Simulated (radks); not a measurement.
# Yb⁺ in [Kr] 4d10 4f14 5s1 5p6 6s1 7s1: an all-electron calculation

An exercise on one series of results from a longer session: the logs are not shown, and one member is left open.

The numbers are computed with radks (a radial shooting solver on a logarithmic mesh, Libxc functionals) version 1 (scalar-relativistic Kohn-Sham, PBE, spin-unpolarised, spherical densities, finite nucleus), except any that are marked as measured or tabulated.

## What is computed

| Quantity | Value |
| --- | --- |
| element | ytterbium (Z = 70) |
| charge | +1 |
| electrons | 69 |
| configuration | [Kr] 4d10 4f14 5s1 5p6 6s1 7s1 |
| nuclear rms radius | 5.3108 fm |

The outer shells:

Yb⁺
```
[Kr] core
4d [↑↓][↑↓][↑↓][↑↓][↑↓]
4f [↑↓][↑↓][↑↓][↑↓][↑↓][↑↓][↑↓]
5s [↑ ]
5p [↑↓][↑↓][↑↓]
6s [↑ ]
7s [↑ ]
```

Set-up of the first run:

Settings of this run:

```text
Z 70
configuration [Kr] 4d10 4f14 5s1 5p6 6s1 7s1
relativity scalar-relativistic
functional pbe,pbe
spin unpolarised
nucleus finite rms 5.3108 fm
c 137.035999084
```

Command:

```sh
python run_ks.py task.json out
```

This one command runs every case of the session in turn.

One of the session's tables, all rows but one given; the rest of the session is left out.

It belongs to the step «Orbitals and density». From the orbitals of this run (lengths in bohr):

| level | <r> | outermost maximum (interpolated) | 90 % within | nodes |
| --- | --- | --- | --- | --- |
| 1s | 0.01966 | 0.0124 | 0.0357 | 0 |
| 2s | 0.08334 | 0.0706 | 0.129 | 1 |
| 2p | ? | ? | ? | ? |
| 3s | 0.2167 | 0.199 | 0.318 | 2 |
| 3p | 0.2162 | 0.197 | 0.323 | 1 |
| 3d | 0.1961 | 0.160 | 0.305 | 0 |
| 4s | 0.4881 | 0.455 | 0.701 | 3 |
| 4p | 0.5185 | 0.476 | 0.755 | 2 |
| 4d | 0.5605 | 0.491 | 0.843 | 1 |
| 5s | 1.195 | 1.07 | 1.72 | 4 |
| 5p | 1.408 | 1.22 | 2.07 | 3 |
| 4f | 0.7591 | 0.484 | 1.32 | 0 |
| 6s | 3.152 | 2.79 | 4.56 | 5 |
| 7s | 7.012 | 6.76 | 9.76 | 6 |

Q: Estimate the row for 2p from the others.

**Answer.** <r>: 0.07414; outermost maximum (interpolated): 0.0576; 90 % within: 0.121; nodes: 0. In the column «<r>» it lies between 1s (0.01966) and 2s (0.08334).
